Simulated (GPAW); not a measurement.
# RuAu (Pm-3m) in GPAW: settings compared

The runs below take RuAu through band structure, with LDA, PBE, AM05, revPBE.

Program: GPAW 26.7.0. These are calculated values, not measurements. Logs are shortened: lines on timing, memory, paths and dates and some standing lists are left out, and cuts for length are marked. The log counts tension as positive stress, the text compression.

## 1. The crystal as given

The structure is cubic, space group Pm-3m (No. 221). The conventional cell has a = 3.165 Å, b = 3.165 Å, c = 3.165 Å, α = 90.00°, β = 90.00°, γ = 90.00°. Ru (site symmetry m-3m) has 8 Au at 2.74 Å as nearest neighbours. Au (site symmetry m-3m) has 8 Ru at 2.74 Å as nearest neighbours.

The cell was built by a generator and needn't be a form met in nature.

## 2. Band structure, LDA

run.py

```python
from ase.dft.bandgap import bandgap
from ase.io import read, write
from ase.units import Bohr, GPa
from gpaw import GPAW, PW
from gpaw.elf import elf_from_dft_calculation

atoms = read('POSCAR')

calc = GPAW(mode=PW(600),
            xc='LDA',
            kpts={'size': (8, 8, 8), 'gamma': True},
            occupations={'name': 'fermi-dirac', 'width': 0.05},
            nbands=26,
            convergence={'density': 1e-05, 'energy': 1e-05},
            maxiter=150,
            txt='gpaw.txt')
atoms.calc = calc
energy = atoms.get_potential_energy()
forces = atoms.get_forces()
stress = atoms.get_stress()
calc.write('gs.gpw')
write('result.traj', atoms)
print(f'Energy: {energy:.6f} eV')
print('Forces (eV/A):')
print(forces.round(4))
print('Stress (GPa):', (stress / GPa).round(3))
print('Fermi level:', round(calc.get_fermi_level(), 4), 'eV')
print(f'Gap: {bandgap(calc)[0]:.4f} eV, direct: {bandgap(calc, direct=True)[0]:.4f} eV')

# fields on the real-space grid
write('density.cube', atoms, data=calc.get_pseudo_density() * Bohr**3)
write('potential.cube', atoms, data=calc.get_electrostatic_potential())
write('elf.cube', atoms, data=elf_from_dft_calculation(calc).data)

path = atoms.cell.bandpath('GXMGRX,MR', npoints=80, eps=1e-4)
bs_calc = calc.fixed_density(kpts=path, symmetry='off', nbands=38,
                             convergence={'bands': 'CBM+6.0', 'eigenstates': 1e-6}, txt='bands.txt')
bs = bs_calc.band_structure()
bs.write('bs.json')
print(f'Gap on the path: {bandgap(bs_calc)[0]:.4f} eV')
```

POSCAR

```
RuAu
1.0
    3.1648100000      0.0000000000      0.0000000000
    0.0000000000      3.1648100000      0.0000000000
    0.0000000000      0.0000000000      3.1648100000
Ru Au
1 1
Direct
    0.0000000000      0.0000000000      0.0000000000
    0.5000000000      0.5000000000      0.5000000000
```

Potentials or basis: the program's PAW data sets (release 1.2.1) made for this functional, pw.

On the command line:

```console
$ OMP_NUM_THREADS=1 python run.py
```

gpaw.txt:

```text
__  _  _
 | _ |_)|_||  |
 |__||  | ||/\| - 26.7.0

Input parameters:
  mode=PW(ecut=600.0),
  convergence={'density': 1e-05, 'energy': 1e-05},
  kpts=MonkhorstPack(size=(8, 8, 8), gamma=True),
  maxiter=150,
  nbands=26,
  occupations=Occupations(name='fermi-dirac', width=0.05),
  xc=XC(name='LDA')

Diagonalizing LCAO Hamiltonian
Converting LCAO to pw mode
   .-------.
  /|       |
 * |       |
 | |  Au   |
 | .-------.
 |/       /
 Ru------*

Atoms  # Å, Bohr magnetons
|   | symbol |        x |        y |        z |    initial magnetic moments |
|---|--------|----------|----------|----------|-----------------------------|
| 0 |     Ru | 0.000000 | 0.000000 | 0.000000 | ( 0.0000,  0.0000,  0.0000) |
| 1 |     Au | 1.582405 | 1.582405 | 1.582405 | ( 0.0000,  0.0000,  0.0000) |

Unit cell  # Å
| periodic |        x |        y |        z |  lengths |    angles |
|----------|----------|----------|----------|----------|-----------|
|      yes | 3.164810 | 0.000000 | 0.000000 | 3.164810 | 90.000000 |
|      yes | 0.000000 | 3.164810 | 0.000000 | 3.164810 | 90.000000 |
|      yes | 0.000000 | 0.000000 | 3.164810 | 3.164810 | 90.000000 |

Number of symmetries: 48
Symmetry operations  # r_c * U_cc + t_c -> r_c
|    | kind |            matrix            |
|----|------|------------------------------|
|  0 |  E   |  1, 0, 0,  0, 1, 0,  0, 0, 1 |
|  1 |  σ   |  1, 0, 0,  0, 1, 0,  0, 0,-1 |
|  2 |  σ   |  1, 0, 0,  0, 0, 1,  0, 1, 0 |
|  3 |  C4  |  1, 0, 0,  0, 0, 1,  0,-1, 0 |
|  4 |  C4  |  1, 0, 0,  0, 0,-1,  0, 1, 0 |
|  5 |  σ   |  1, 0, 0,  0, 0,-1,  0,-1, 0 |
|  6 |  σ   |  1, 0, 0,  0,-1, 0,  0, 0, 1 |
|  7 |  C2  |  1, 0, 0,  0,-1, 0,  0, 0,-1 |
|  8 |  σ   |  0, 1, 0,  1, 0, 0,  0, 0, 1 |
|  9 |  C2  |  0, 1, 0,  1, 0, 0,  0, 0,-1 |
| 10 |  C3  |  0, 1, 0,  0, 0, 1,  1, 0, 0 |
| 11 |  S6  |  0, 1, 0,  0, 0, 1, -1, 0, 0 |
| 12 |  S6  |  0, 1, 0,  0, 0,-1,  1, 0, 0 |
| 13 |  C3  |  0, 1, 0,  0, 0,-1, -1, 0, 0 |
| 14 |  C4  |  0, 1, 0, -1, 0, 0,  0, 0, 1 |
| 15 |  S4  |  0, 1, 0, -1, 0, 0,  0, 0,-1 |
| 16 |  C3  |  0, 0, 1,  1, 0, 0,  0, 1, 0 |
| 17 |  S6  |  0, 0, 1,  1, 0, 0,  0,-1, 0 |
| 18 |  σ   |  0, 0, 1,  0, 1, 0,  1, 0, 0 |
| 19 |  C4  |  0, 0, 1,  0, 1, 0, -1, 0, 0 |
| 20 |  C2  |  0, 0, 1,  0,-1, 0,  1, 0, 0 |
| 21 |  S4  |  0, 0, 1,  0,-1, 0, -1, 0, 0 |
| 22 |  S6  |  0, 0, 1, -1, 0, 0,  0, 1, 0 |
| 23 |  C3  |  0, 0, 1, -1, 0, 0,  0,-1, 0 |
| 24 |  S6  |  0, 0,-1,  1, 0, 0,  0, 1, 0 |
| 25 |  C3  |  0, 0,-1,  1, 0, 0,  0,-1, 0 |
| 26 |  C4  |  0, 0,-1,  0, 1, 0,  1, 0, 0 |
| 27 |  σ   |  0, 0,-1,  0, 1, 0, -1, 0, 0 |
| 28 |  S4  |  0, 0,-1,  0,-1, 0,  1, 0, 0 |
| 29 |  C2  |  0, 0,-1,  0,-1, 0, -1, 0, 0 |
| 30 |  C3  |  0, 0,-1, -1, 0, 0,  0, 1, 0 |
| 31 |  S6  |  0, 0,-1, -1, 0, 0,  0,-1, 0 |
| 32 |  C4  |  0,-1, 0,  1, 0, 0,  0, 0, 1 |
| 33 |  S4  |  0,-1, 0,  1, 0, 0,  0, 0,-1 |
| 34 |  S6  |  0,-1, 0,  0, 0, 1,  1, 0, 0 |
| 35 |  C3  |  0,-1, 0,  0, 0, 1, -1, 0, 0 |
| 36 |  C3  |  0,-1, 0,  0, 0,-1,  1, 0, 0 |
| 37 |  S6  |  0,-1, 0,  0, 0,-1, -1, 0, 0 |
| 38 |  σ   |  0,-1, 0, -1, 0, 0,  0, 0, 1 |
| 39 |  C2  |  0,-1, 0, -1, 0, 0,  0, 0,-1 |
| 40 |  σ   | -1, 0, 0,  0, 1, 0,  0, 0, 1 |
| 41 |  C2  | -1, 0, 0,  0, 1, 0,  0, 0,-1 |
| 42 |  C2  | -1, 0, 0,  0, 0, 1,  0, 1, 0 |
| 43 |  S4  | -1, 0, 0,  0, 0, 1,  0,-1, 0 |
| 44 |  S4  | -1, 0, 0,  0, 0,-1,  0, 1, 0 |
| 45 |  C2  | -1, 0, 0,  0, 0,-1,  0,-1, 0 |
| 46 |  C2  | -1, 0, 0,  0,-1, 0,  0, 0, 1 |
| 47 |  i   | -1, 0, 0,  0,-1, 0,  0, 0,-1 |

BZ-sampling:
  Number of BZ points: 512
  Number of IBZ points: 35

  Monkhorst-Pack size: [8, 8, 8]
  Monkhorst-Pack shift: [0.0625, 0.0625, 0.0625]

K-points  # in reciprocal-cell coordinates
|     |                                coordinates |     weight |
|-----|--------------------------------------------|------------|
|   0 | (  0.00000000,   0.00000000,   0.00000000) | 0.00195312 |
|   1 | (  0.12500000,   0.00000000,   0.00000000) | 0.01171875 |
|   2 | (  0.12500000,   0.12500000,   0.00000000) | 0.02343750 |
|   3 | (  0.12500000,   0.12500000,   0.12500000) | 0.01562500 |
|   4 | (  0.25000000,   0.00000000,   0.00000000) | 0.01171875 |
|   5 | (  0.25000000,   0.12500000,   0.00000000) | 0.04687500 |
|   6 | (  0.25000000,   0.12500000,   0.12500000) | 0.04687500 |
|   7 | (  0.25000000,   0.25000000,   0.00000000) | 0.02343750 |
|   8 | (  0.25000000,   0.25000000,   0.12500000) | 0.04687500 |
|   9 | (  0.25000000,   0.25000000,   0.25000000) | 0.01562500 |
| ... |                                            |            |
|  34 | (  0.50000000,   0.50000000,   0.50000000) | 0.00195312 |

Plane wave coefficients: 1074
Cutoff: 600.0 eV

Spin-components: 1 (collinear spins)
Bands:           26
Projectors:      12
Spin-degeneracy: 2
Datatype:        complex128

Parallelization:
  kpt:    1
  domain: 1
  band:   1

Density:
  Valence electrons: 27.0
  Components: 1
  Grid points: [18 18 18]
  Charge: 0.0  # |e|

Potential:
  Grid points: [18 18 18]

species:
  Ru:
    name:    Ruthenium
    Z:       44.0
    valence: 16
    core:    28
    charge:  0.0  # [|e|]
    compensation charges:
      type: gauss
      rc: 0.39  # [Å]
      lmax: 2
    cutoffs:
      filter: 2.16  # [Å]
      core: 1.30  # [Å]
    projectors
    | kind |    occ | energy [eV] | rcut [Å] |
    |------|--------|-------------|----------|
    |   4s |  2.000 |     -76.385 |    1.281 |
    |   5s |  1.000 |      -4.507 |    1.281 |
    |   4p |  6.000 |     -46.536 |    1.286 |
    |   5p |  0.000 |      -1.033 |    1.286 |
    |   4d |  7.000 |      -5.402 |    1.254 |
    |    d |        |      21.810 |    1.254 |

    Using partial waves for Ru as LCAO basis

  Au:
    name:    Gold
    Z:       79.0
    valence: 11
    core:    68
    charge:  0.0  # [|e|]
    compensation charges:
      type: gauss
      rc: 0.42  # [Å]
      lmax: 2
    cutoffs:
      filter: 2.33  # [Å]
      core: 2.81  # [Å]
    projectors
    | kind |    occ | energy [eV] | rcut [Å] |
    |------|--------|-------------|----------|
    |   6s |  1.000 |      -6.048 |    1.323 |
    |   6p |  0.000 |      -0.888 |    1.323 |
    |   5d | 10.000 |      -7.129 |    1.323 |
    |    s |        |      21.163 |    1.323 |
    |    p |        |      26.323 |    1.323 |
    |    d |        |      20.082 |    1.323 |

    Using partial waves for Au as LCAO basis

Reference energy: -639436.987891  # eV

eigensolver:
  PPCG
  Converge bands: occupied
  niter=2

density mixing:
  MSR1-Mixer
  Pratt-step length: 0.05
  Maximum mixing coefficient: 0.75
  Old densities: 10
  SVD Regularization: 0.005
  Good broyden scale: 1.0
  Trust region scale: 1.0
  Backstep threshold: 4.0
  History deletion threshold: 6.0
  Fourier metric: weight=20.0, sigma=0.015

occupation numbers:
  Fermi-Dirac:
    width: 0.0500  # eV

poisson solver:
  ecut: 4800.0  # eV

xc functional:
  name: None

convergence criteria:
- Maximum integral of absolute [dens]ity change: 1e-05 electrons / valence electron
- Maximum [total energy] change in last 3 cyles: 1e-05 eV / valence electron
- Maximum integral of absolute [eigenst]ate change: 4e-08 eV^2 / valence electron
maximum number of iterations: 150

SCF iterations
|iter     | |      energy | eigst |  dens |
|---------|-|-------------|-------|-------|
|iter:   1| |  -15.405804 | +0.03 |       |
|iter:   2| |  -15.095342 | -2.57 | -1.05 |
|iter:   3| |  -14.165991 | -1.64 | -1.10 |
|iter:   4| |  -14.102213 | -2.37 | -1.62 |
|iter:   5| |  -14.015829 | -3.10 | -1.69 |
|iter:   6| |  -14.012020 | -4.32 | -2.47 |
|iter:   7| |  -14.010500 | -4.55 | -2.66 |
|iter:   8| |  -14.010499 | -7.11 | -3.88 |
|iter:   9| |  -14.010500c| -7.21 | -4.27 |
|iter:  10| |  -14.010500c| -8.69c| -5.12c|

Converged in 10 steps
Energy contributions relative to reference atoms: (reference = -639436.987891)

Energy contributions:
  Kinetic:         -20.794993
  Coulomb:          15.258477
  Zero:             -0.081187
  External:          0.000000
  Xc:               -8.379756
  Entropy:          -0.026080
  Spinorbit:         0.000000
  ----------------------------
  Free energy:     -14.023540
  Extrapolated:    -14.010500

dipole moment: (-11.026072, -11.026072, -11.026072)  # |e|*Ang

Fermi level: 10.599
Eigenvalues  # (at kpt = [0.000, 0.000, 0.000])
| band index |      eig [eV] | occ [0-2] |
|------------|---------------|-----------|
|          0 |       -61.760 |     2.000 |
|        ... |               |           |
|          4 |         1.602 |     2.000 |
|          5 |         4.047 |     2.000 |
|          6 |         4.047 |     2.000 |
|          7 |         6.271 |     2.000 |
|          8 |         6.271 |     2.000 |
|          9 |         6.271 |     2.000 |
[... 8 lines left out ...]
|         18 |        24.725 |     0.000 |
|         19 |        28.191 |     0.000 |
|        ... |               |           |
|         25 |        36.886 |     0.000 |

No gap
No difference between direct/indirect transitions

Forces  # eV/Ang
|        x |        y |       z |
|----------|----------|---------|
| -0.00000 | -0.00000 | 0.00000 |  # Ru   0
|  0.00000 |  0.00000 | 0.00000 |  # Au   1

Stress tensor  # eV/Ang^3
|         x |         y |        z |
|-----------|-----------|----------|
|  0.072993 | -0.000000 | 0.000000 |
| -0.000000 |  0.072993 | 0.000000 |
|  0.000000 |  0.000000 | 0.072993 |

# Writing to gs.gpw (mode='')
```

Wall time 22 s (1 thread of Intel Xeon 6975P-C (Granite Rapids), shared host); peak memory 0.25 GiB.

What came out:

```yaml
Free_energy: -14.0235 eV
Pressure: -11.7 GPa
Band_gap_along_the_path: none (metal or under the smearing width)
```

Levels at the corners of the path, in eV from the Fermi level:
```
point  band 9  band 10  band 11  band 12  band 13  band 14  band 15  band 16  band 17
    Γ   -4.33    -4.33    -1.14    -1.14     0.53     0.53     0.53     7.65     7.65
    X   -4.44    -3.66    -2.81    -1.77    -1.68    -1.68    -0.47     1.38    14.28
    M   -2.79    -2.33    -0.78     0.17     0.17     0.45     0.79     0.79     5.56
    Γ   -4.33    -4.33    -1.14    -1.14     0.53     0.53     0.53     7.65     7.65
    R   -3.54    -3.54    -2.73    -2.73     0.52     0.52     3.28     8.73     8.88
    X   -4.44    -3.66    -2.81    -1.77    -1.68    -1.68    -0.47     1.38    14.28
    M   -2.79    -2.33    -0.78     0.17     0.17     0.45     0.79     0.79     5.56
    R   -3.54    -3.54    -2.73    -2.73     0.52     0.52     3.28     8.73     8.88
```

Caveat: with this Au data set, volumes or pressures lay over 1.5 % or 2 GPa off other programs in two to four cells of ten; spin-orbit coupling is left out, which moves the levels of the heavy elements.

## 3. Band structure, PBE

run.py: that of step 2 with these lines changed.

```diff
@@ -2,5 +2,4 @@
 from ase.io import read, write
-from ase.units import Bohr, GPa
+from ase.units import GPa
 from gpaw import GPAW, PW
-from gpaw.elf import elf_from_dft_calculation
 
@@ -9,3 +8,3 @@
 calc = GPAW(mode=PW(600),
-            xc='LDA',
+            xc='PBE',
             kpts={'size': (8, 8, 8), 'gamma': True},
@@ -29,7 +28,2 @@
 
-# fields on the real-space grid
-write('density.cube', atoms, data=calc.get_pseudo_density() * Bohr**3)
-write('potential.cube', atoms, data=calc.get_electrostatic_potential())
-write('elf.cube', atoms, data=elf_from_dft_calculation(calc).data)
-
 path = atoms.cell.bandpath('GXMGRX,MR', npoints=80, eps=1e-4)
```

POSCAR is that of step 2.

Potentials or basis: GPAW PAW data sets (gpaw-data 1.2.1), pw.

On the command line:

```console
$ OMP_NUM_THREADS=1 python run.py
```

Run time: 23 s. Hardware: 1 thread of Intel Xeon 6975P-C (Granite Rapids), shared host; peak memory 0.25 GiB.

It converged, with:

| Property | Result |
| --- | --- |
| Free energy | -11.3880 eV |
| Pressure | 2.0 GPa |
| Band gap along the path | none (metal or under the smearing width) |

Levels at the corners of the path, in eV from the Fermi level:
| point | band 9 | band 10 | band 11 | band 12 | band 13 | band 14 | band 15 | band 16 | band 17 |
| --- | --- | --- | --- | --- | --- | --- | --- | --- | --- |
| Γ | -4.31 | -4.31 | -1.16 | -1.16 | 0.53 | 0.53 | 0.53 | 7.72 | 7.72 |
| X | -4.43 | -3.66 | -2.81 | -1.76 | -1.66 | -1.66 | -0.46 | 1.40 | 14.34 |
| M | -2.82 | -2.32 | -0.79 | 0.22 | 0.22 | 0.44 | 0.78 | 0.78 | 5.62 |
| Γ | -4.31 | -4.31 | -1.16 | -1.16 | 0.53 | 0.53 | 0.53 | 7.72 | 7.72 |
| R | -3.51 | -3.51 | -2.77 | -2.77 | 0.51 | 0.51 | 3.45 | 8.87 | 8.87 |
| X | -4.43 | -3.66 | -2.81 | -1.76 | -1.66 | -1.66 | -0.46 | 1.40 | 14.34 |
| M | -2.82 | -2.32 | -0.79 | 0.22 | 0.22 | 0.44 | 0.78 | 0.78 | 5.62 |
| R | -3.51 | -3.51 | -2.77 | -2.77 | 0.51 | 0.51 | 3.45 | 8.87 | 8.87 |

Caveat: with this Au data set, volumes or pressures lay over 1.5 % or 2 GPa off other programs in two to four cells of ten; spin-orbit coupling is left out, which moves the levels of the heavy elements.

## 4. Band structure, AM05

run.py: that of step 3 with these lines changed.

```diff
@@ -3,3 +3,5 @@
 from ase.units import GPa
-from gpaw import GPAW, PW
+from gpaw import GPAW, PW, setup_paths
+
+setup_paths.insert(0, '.')
 
@@ -8,3 +10,3 @@
 calc = GPAW(mode=PW(600),
-            xc='PBE',
+            xc='AM05',
             kpts={'size': (8, 8, 8), 'gamma': True},
```

POSCAR is that of step 3.

Potentials or basis: PAW data sets generated in the run's folder for this functional, pw.

On the command line:

```console
$ gpaw-setup -f AM05 Au Ru
$ OMP_NUM_THREADS=1 python run.py
```

Wall time 27 s (1 thread of Intel Xeon 6975P-C (Granite Rapids), shared host); peak memory 0.25 GiB.

It converged, with:

* Free energy: -12.3371 eV
* Pressure: -8.2 GPa
* Band gap along the path: none (metal or under the smearing width)

Levels at the corners of the path, in eV from the Fermi level:
```tsv
point	band 10	band 11	band 12	band 13	band 14	band 15	band 16	band 17
Γ	-4.31	-1.15	-1.15	0.53	0.53	0.53	7.67	7.67
X	-3.65	-2.82	-1.75	-1.67	-1.67	-0.46	1.40	14.27
M	-2.31	-0.78	0.14	0.14	0.45	0.79	0.79	5.61
Γ	-4.31	-1.15	-1.15	0.53	0.53	0.53	7.67	7.67
R	-3.54	-2.74	-2.74	0.52	0.52	3.43	8.84	8.84
X	-3.65	-2.82	-1.75	-1.67	-1.67	-0.46	1.40	14.27
M	-2.31	-0.78	0.14	0.14	0.45	0.79	0.79	5.61
R	-3.54	-2.74	-2.74	0.52	0.52	3.43	8.84	8.84
```

Caveat: with this Au data set, volumes or pressures lay over 1.5 % or 2 GPa off other programs in two to four cells of ten; spin-orbit coupling is left out, which moves the levels of the heavy elements.

[end of part 1 of 2]
